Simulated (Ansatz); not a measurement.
# AsH₂ (doublet): the correlation ladder at a displaced geometry (v2), cc-pVTZ

How much of the correlation energy of AsH₂ (doublet) does each wave-function method recover here?

Program: Ansatz 0.2.0, Gaussian basis. Level of theory: cc-pVTZ, core rule «outside noble gas», up to 14 orbitals frozen. These are calculated values, not measurements.

To be run: UHF; CCSD(T) on ROHF; CCSD(T) on UHF; BCCD(T) on ROHF; CISD; CCSDT(Q) on ROHF; CCSDT(Q) on UHF; CASSCF and MRCISD+Q, 7 electrons in 6 orbitals; CASSCF and NEVPT2, 7 electrons in 6 orbitals.

22 further runs of the same task are left out: 7 that didn't finish, 15 set aside as unsound or not needed.

### Step 1. The geometry

The geometry is a PBE0/def2-TZVP stationary point (not a proven minimum) with its atoms shifted at random (size 0.100 Å). No spin-orbit coupling is included. The filled d shell of As may be among the frozen orbitals whatever the setting's name suggests; the logs give the count.

3 atoms, charge 0, spin multiplicity 2.

Atoms are counted from 1 here; the program's logs count them from 0.

Bond lengths: As1–H2 1.533 Å, As1–H3 1.515 Å. Angles: H2–As1–H3 90.5°.

### Step 2. UHF

Contents of in.yaml:

```yaml
crystal:
  periodic: [false, false, false]
  atoms:
    - {symbol: As, position_ang: [0.003316, -0.027898, -0.000197]}
    - {symbol: H, position_ang: [-0.161558, 1.053080, -1.074498]}
    - {symbol: H, position_ang: [-0.084938, 1.020647, 1.089122]}
basis:
  gaussian: {orbitals: cc-pVTZ}
magnetization: {spin_polarized: true, initial_magnetization: 1}
hamiltonian: {xc: hf}
output: {orbitals: {seedname: orbitals}}
```

On the command line:

```bash
$ ansatz run in.yaml --threads 1 --pin off --events-out ev --progress --plain --max-ram 2393MiB
```

After this run come: CCSD(T) on ROHF; CCSD(T) on UHF; BCCD(T) on ROHF; CISD; CCSDT(Q) on ROHF; CCSDT(Q) on UHF; CASSCF and MRCISD+Q, 7 electrons in 6 orbitals; CASSCF and NEVPT2, 7 electrons in 6 orbitals.

Q: Predict the results of all the runs planned. Wanted: UCCSDT(Q) below the RHF energy; RMP2 from UCCSDT(Q); UMP2 from UCCSDT(Q); RCCSD from UCCSDT(Q); RCCSD(T) from UCCSDT(Q); UCCSD(T) from UCCSDT(Q); RCCSDT(Q) from UCCSDT(Q); NEVPT2 valence from UCCSDT(Q); MRCISD+Q valence from UCCSDT(Q).

As calculated:

| quantity | value |
| --- | --- |
| UCCSDT(Q) below the RHF energy | -4.3631 eV |
| RMP2 from UCCSDT(Q) | +18.55 kcal/mol |
| UMP2 from UCCSDT(Q) | +18.91 kcal/mol |
| RCCSD from UCCSDT(Q) | +3.67 kcal/mol |
| RCCSD(T) from UCCSDT(Q) | +0.64 kcal/mol |
| UCCSD(T) from UCCSDT(Q) | +0.58 kcal/mol |
| RCCSDT(Q) from UCCSDT(Q) | +0.08 kcal/mol |
| NEVPT2 valence from UCCSDT(Q) | +18.33 kcal/mol |
| MRCISD+Q valence from UCCSDT(Q) | +0.37 kcal/mol |
| levels within 1 kcal/mol (43 meV) | RCCSD(T), UCCSD(T), BCCD(T), RCCSDT, UCCSDT, RCCSDT(Q), MRCISD+Q valence |
| T1 diagnostic | 0.018 |
| effectively unpaired electrons | 1.02 |

What this shows: RCCSD(T) lands +0.64 kcal/mol from the yardstick (0.6 % of the correlation energy). One determinant dominates. Of the multireference levels listed MRCISD+Q valence comes nearest in total energy (+0.37 kcal/mol), which doesn't show that its space is the better one. These misses are within one basis, not against nature; the frozen cores of restricted and unrestricted runs differ, which can shift their rows.
